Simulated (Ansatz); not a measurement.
# C2H7AlS (SMILES [CH3][AlH][S]C): a chain of runs

We compute a geometry optimisation (singlet C2H7AlS, HF/def2-SV(P)), then vibrational wavenumbers (singlet C2H7AlS, HF/def2-SV(P)), then the energy (singlet C2H7AlS, B97M-V/x2c-SVPall), then the energy (doublet C2H7AlS+, UB97M-V/x2c-SVPall) of C2H7AlS. 

The results are computed with Ansatz 0.2.0.

### 1 The structure to begin with

The species is C2H7AlS (11 atoms), meant as a singlet with charge 0. As SMILES, `[CH3][AlH][S]C`. All atoms were displaced at random from a relaxed shape. The run starts from this shape.

Bond lengths: C1–Al2 1.926 Å, Al2–S3 2.158 Å, S3–C4 1.865 Å, C1–H5 1.244 Å, C1–H6 1.041 Å, C1–H7 1.079 Å, Al2–H8 1.639 Å, C4–H9 1.088 Å, C4–H10 1.036 Å, C4–H11 1.100 Å. Some angles: C1–Al2–S3 122.2°, Al2–S3–C4 102.9°, C1–Al2–H8 121.7°, S3–Al2–H8 116.0°, Al2–C1–H5 102.0°, Al2–C1–H6 110.4°, Al2–C1–H7 113.6°, S3–C4–H9 94.7°, S3–C4–H10 109.0°, S3–C4–H11 106.3°.

### 2 A structure relaxation at HF/def2-SV(P) (run 1)

molecule.yaml

```yaml
crystal:
  periodic: [false, false, false]
  atoms:
    - {symbol: C, position_ang: [-0.851459, 1.415668, -0.530752]}
    - {symbol: Al, position_ang: [0.903539, 0.687368, -0.844075]}
    - {symbol: S, position_ang: [1.525342, -1.209617, -0.024755]}
    - {symbol: C, position_ang: [0.037028, -1.743027, 0.964845]}
    - {symbol: H, position_ang: [-0.848627, 1.574770, 0.702867]}
    - {symbol: H, position_ang: [-0.933849, 2.362234, -0.957137]}
    - {symbol: H, position_ang: [-1.651128, 0.726608, -0.753756]}
    - {symbol: H, position_ang: [1.986790, 1.440142, -1.817064]}
    - {symbol: H, position_ang: [0.573450, -1.799504, 1.909653]}
    - {symbol: H, position_ang: [-0.224617, -2.706256, 0.687436]}
    - {symbol: H, position_ang: [-0.683844, -0.913249, 0.911224]}
basis:
  gaussian:
    orbitals: def2-SV_P_.json
hamiltonian:
  xc: hf
relax: {}
```

The basis set def2-SV(P) is read from a file made from the Basis Set Exchange's data (not shown).

Run with:

```
$ ansatz run molecule.yaml --threads 1 --pin off --max-ram 2610MiB --events-out events.jsonl --progress --plain --runs-dir runs
```

Output:

```text
Warning: RAYON_NUM_THREADS=1 ignored (pool sized by the plan → 1); use --threads N
The last accepted step is kept in runs//last_step.txt (removed where the run ends without a failure and the disk answers)
[... 49 lines left out ...]
Total energy: -19565.53304093 eV, -719.0200772595 hartree
[... 11 lines left out ...]
Dipole moment:    -0.423358     0.104854     0.150016 e Å
```

Run time: 18 s. Hardware: 1 thread of Arm Neoverse N1, shared host; peak memory 0.15 GiB.

The path in brief:

| step | energy from the first frame kept (eV) | largest force (eV/Å) |
| --- | --- | --- |
| 1 | 0.0000 | 4.8862 |
| 2 | -0.6950 | 1.6551 |
| 3 | -0.7708 | 0.7477 |
| 4 | -0.7883 | 0.1080 |
| 5 | -0.7895 | 0.0315 |
| 6 | -0.7897 | 0.0118 |

After the run. Bond lengths: C1–Al2 1.971 Å, Al2–S3 2.189 Å, S3–C4 1.834 Å, C1–H5 1.098 Å, C1–H6 1.096 Å, C1–H7 1.097 Å, Al2–H8 1.581 Å, C4–H9 1.089 Å, C4–H10 1.089 Å, C4–H11 1.089 Å. Some angles: C1–Al2–S3 122.0°, Al2–S3–C4 106.5°, C1–Al2–H8 123.7°, S3–Al2–H8 114.2°, Al2–C1–H5 111.6°, Al2–C1–H6 111.3°, Al2–C1–H7 112.3°, S3–C4–H9 108.6°, S3–C4–H10 108.8°, S3–C4–H11 112.4°.

### 3 Vibrational wavenumbers at HF/def2-SV(P) (masses H = 2.014102 u) (run 2)

run.yaml

```yaml
crystal:
  periodic: [false, false, false]
  atoms:
    - {symbol: C, position_ang: [-0.838501, 1.505492, -0.482308]}
    - {symbol: Al, position_ang: [0.920958, 0.712591, -0.880721]}
    - {symbol: S, position_ang: [1.543446, -1.211529, -0.043638]}
    - {symbol: C, position_ang: [0.155833, -1.795848, 1.003743]}
    - {symbol: H, position_ang: [-0.931819, 1.771583, 0.578397]}
    - {symbol: H, position_ang: [-1.003324, 2.420864, -1.061471]}
    - {symbol: H, position_ang: [-1.664024, 0.820101, -0.709551]}
    - {symbol: H, position_ang: [1.999903, 1.393329, -1.815247]}
    - {symbol: H, position_ang: [0.523068, -1.941473, 2.018826]}
    - {symbol: H, position_ang: [-0.199420, -2.749680, 0.615651]}
    - {symbol: H, position_ang: [-0.673494, -1.090295, 1.024804]}
basis:
  gaussian:
    orbitals: def2-SV_P_.json
hamiltonian:
  xc: hf
phonons:
  amplitude: 0.001
  temperatures:
    t_min: 300
    t_max: 1500
    t_step: 300
  masses: [{species: H, mass: 2.014102}]
```

The basis set def2-SV(P) is read from a file made from the Basis Set Exchange's data (not shown).

Run with:

```
$ ansatz run run.yaml --threads 1 --pin off --max-ram 2610MiB --events-out events.jsonl --progress --plain --runs-dir runs
```

Output:

```text
Warning: RAYON_NUM_THREADS=1 ignored (pool sized by the plan → 1); use --threads N
[... 355 lines left out ...]
WARN: phonons: modes at or below zero, which the zero-point energy, F, S and C_V leave out: 1, the lowest at -41.73 cm⁻¹. A minimum has none, and a first-order saddle one
Total energy: -19565.53304274 eV, -719.0200773261 hartree
[... 11 lines left out ...]
Dipole moment:    -0.423358     0.104854     0.150016 e Å
Vibrations: -41.73 36.91 100.89 118.51 224.69 324.35 449.00 465.83 565.10 601.40 654.97 716.93 794.52 810.58 1063.45 1125.25 1129.55 1131.33 1152.01 1161.00 1476.04 2259.55 2300.74 2379.11 2392.70 2460.73 2462.71 cm⁻¹, zero-point energy 1.757964 eV
```

Run time: 2.1 min. Hardware: 1 thread of Arm Neoverse N1, shared host; peak memory 0.15 GiB.

### 4 The energy at B97M-V/x2c-SVPall (sfX2C) (run 3)

job.yaml

```yaml
crystal:
  periodic: [false, false, false]
  atoms:
    - {symbol: C, position_ang: [-0.838501, 1.505492, -0.482308]}
    - {symbol: Al, position_ang: [0.920958, 0.712591, -0.880721]}
    - {symbol: S, position_ang: [1.543446, -1.211529, -0.043638]}
    - {symbol: C, position_ang: [0.155833, -1.795848, 1.003743]}
    - {symbol: H, position_ang: [-0.931819, 1.771583, 0.578397]}
    - {symbol: H, position_ang: [-1.003324, 2.420864, -1.061471]}
    - {symbol: H, position_ang: [-1.664024, 0.820101, -0.709551]}
    - {symbol: H, position_ang: [1.999903, 1.393329, -1.815247]}
    - {symbol: H, position_ang: [0.523068, -1.941473, 2.018826]}
    - {symbol: H, position_ang: [-0.199420, -2.749680, 0.615651]}
    - {symbol: H, position_ang: [-0.673494, -1.090295, 1.024804]}
basis:
  gaussian: {orbitals: x2c-SVPall.json}
total_charge: 0
hamiltonian: {xc: {name: B97M-V}}
output: {orbitals: {seedname: orbitals}}
```

The basis set x2c-SVPall is read from a file made from the Basis Set Exchange's data (not shown).

Run with:

```
$ ansatz run job.yaml --threads 1 --pin off --max-ram 2610MiB --events-out events.jsonl --progress --plain --runs-dir runs
```

Output:

```text
Warning: RAYON_NUM_THREADS=1 ignored (pool sized by the plan → 1); use --threads N
Functional definition: B97M-V
  name "B97M-V"
  parameter cx00 = 1.000
  parameter cx01 = 1.308
  parameter cx02 = 1.901
  parameter cx10 = 0.416
  parameter cx11 = 3.070
  parameter css00 = 1.000
  parameter css02 = -1.855
  parameter css10 = -5.668
  parameter css32 = -20.497
  parameter css42 = -20.364
  parameter cos00 = 1.000
  parameter cos01 = 1.573
  parameter cos03 = -6.298
  parameter cos10 = 2.535
  parameter cos32 = -6.427
  parameter b = 6.0
  parameter c = 0.01
  gx(w, u) = cx00 + cx01*u + cx02*u^2 + (cx10 + cx11*u)*w
  gss(w, u) = css00 + css02*u^2 + css10*w + (css32*w^3 + css42*w^4)*u^2
  gos(w, u) = cos00 + cos01*u + cos03*u^3 + cos10*w + cos32*w^3*u^2
  exchange = spin_sum(e_x_unif_s*gx(b97_w, b97_u_x))
  correlation = spin_sum(e_c_pw_mod_same_spin*gss(b97_w, b97_u_same))
      + integral(e_c_pw_mod_opposite_spin*gos(b97_w_opposite, b97_u_opposite)) + vv10(b, c)
1109 factors; their error is unknown
mean field evaluation 1: about -19643.1726 eV, gradient 5.8e1 eV
mean field evaluation 2: about -19634.2461 eV, gradient 7.6e1 eV
mean field evaluation 4: about -19651.7337 eV, gradient 2.8e0 eV
mean field evaluation 8: about -19651.7597 eV, gradient 3.1e-2 eV
mean field evaluation 16: about -19651.7195 eV, gradient 3.1e-5 eV
mean field -19651.71952730 eV, -722.1873722145 hartree, gradient 3.1e-5 eV, S^2 0.000000; 0 other end points of the search recorded, 0 dependent functions left out
reference -19651.71958496 eV, -722.1873743334 hartree; 24, 24 occupied and 75, 75 virtual orbitals, 1109 factors
Total energy: -19651.71958496 eV, -722.1873743334 hartree
Relativity: scalar
```

It took 25 s on 1 thread of Arm Neoverse N1, shared host; peak memory 0.2 GiB.

### 5 The doublet cation: a single-point energy at UB97M-V/x2c-SVPall (sfX2C) (run 4)

Edit run.yaml of step 3 so:

```diff
@@ -1 +1,4 @@
+basis:
+  gaussian:
+    orbitals: x2c-SVPall.json
 crystal:
@@ -14,13 +17,7 @@
     - {symbol: H, position_ang: [-0.673494, -1.090295, 1.024804]}
-basis:
-  gaussian:
-    orbitals: def2-SV_P_.json
+total_charge: 1
+magnetization:
+  spin_polarized: true
+  initial_magnetization: 1
 hamiltonian:
-  xc: hf
-phonons:
-  amplitude: 0.001
-  temperatures:
-    t_min: 300
-    t_max: 1500
-    t_step: 300
-  masses: [{species: H, mass: 2.014102}]
+  xc: {name: B97M-V}
```

The basis set x2c-SVPall is read from a file made from the Basis Set Exchange's data (not shown).

Run with:

```
$ ansatz run run.yaml --threads 1 --pin off --max-ram 2610MiB --events-out events.jsonl --progress --plain --runs-dir runs
```

Output:

```text
Warning: RAYON_NUM_THREADS=1 ignored (pool sized by the plan → 1); use --threads N
Functional definition: B97M-V
  name "B97M-V"
  parameter cx00 = 1.000
  parameter cx01 = 1.308
  parameter cx02 = 1.901
  parameter cx10 = 0.416
  parameter cx11 = 3.070
  parameter css00 = 1.000
  parameter css02 = -1.855
  parameter css10 = -5.668
  parameter css32 = -20.497
  parameter css42 = -20.364
  parameter cos00 = 1.000
  parameter cos01 = 1.573
  parameter cos03 = -6.298
  parameter cos10 = 2.535
  parameter cos32 = -6.427
  parameter b = 6.0
  parameter c = 0.01
  gx(w, u) = cx00 + cx01*u + cx02*u^2 + (cx10 + cx11*u)*w
  gss(w, u) = css00 + css02*u^2 + css10*w + (css32*w^3 + css42*w^4)*u^2
  gos(w, u) = cos00 + cos01*u + cos03*u^3 + cos10*w + cos32*w^3*u^2
  exchange = spin_sum(e_x_unif_s*gx(b97_w, b97_u_x))
  correlation = spin_sum(e_c_pw_mod_same_spin*gss(b97_w, b97_u_same))
      + integral(e_c_pw_mod_opposite_spin*gos(b97_w_opposite, b97_u_opposite)) + vv10(b, c)
1109 factors; their error is unknown
mean field evaluation 1: about -19627.9785 eV, gradient 5.3e1 eV
mean field evaluation 2: about -19595.5492 eV, gradient 8.0e1 eV
mean field evaluation 4: about -19637.9860 eV, gradient 2.1e1 eV
mean field evaluation 8: about -19642.4268 eV, gradient 2.6e0 eV
mean field evaluation 16: about -19642.5129 eV, gradient 2.7e-1 eV
mean field evaluation 32: about -19642.4664 eV, gradient 5.4e-3 eV
mean field -19642.47324751 eV, -721.8475776994 hartree, gradient 3.5e-5 eV, S^2 0.753677; 6 other end points of the search recorded, 0 dependent functions left out
reference -19642.47330456 eV, -721.8475797960 hartree; 24, 23 occupied and 75, 76 virtual orbitals, 1109 factors
Total energy: -19642.47330456 eV, -721.8475797960 hartree
Relativity: scalar
```

It took 98 s on 1 thread of Arm Neoverse N1, shared host; peak memory 0.38 GiB.

### 6 What came out

```
                                          quantity                 value
     run 1, HF/def2-SV(P): total energy at the end         -719.02008 Eh
               run 1, HF/def2-SV(P): dipole moment                2.22 D
    run 2, HF/def2-SV(P): largest force on an atom            0.012 eV/Å
  run 2, HF/def2-SV(P): lowest harmonic wavenumber  42i cm⁻¹ (imaginary)
 run 2, HF/def2-SV(P): highest harmonic wavenumber             2463 cm⁻¹
            run 3, B97M-V/x2c-SVPall: total energy         -722.18737 Eh
             run 3, B97M-V/x2c-SVPall: HOMO energy              -6.14 eV
             run 3, B97M-V/x2c-SVPall: LUMO energy              -1.37 eV
           run 3, B97M-V/x2c-SVPall: HOMO–LUMO gap               4.77 eV
                      doublet cation: total energy         -721.84758 Eh
                              doublet cation: ⟨S²⟩                 0.754
vertical ionisation energy (to the doublet cation)              9.246 eV
```

What this shows: Removing an electron at fixed nuclei costs 9.25 eV (892 kJ/mol). The negative HOMO energy of the first species, 6.14 eV, lies 3.11 eV below that difference. The optimisation (run 1, HF/def2-SV(P)) took 5 steps and changed the energy by -0.790 eV. Mulliken charges (run 1, HF/def2-SV(P)) run from -0.82 on C1 to +0.85 on Al2. 1 mode is imaginary (lowest 42i cm⁻¹): a first-order saddle point.
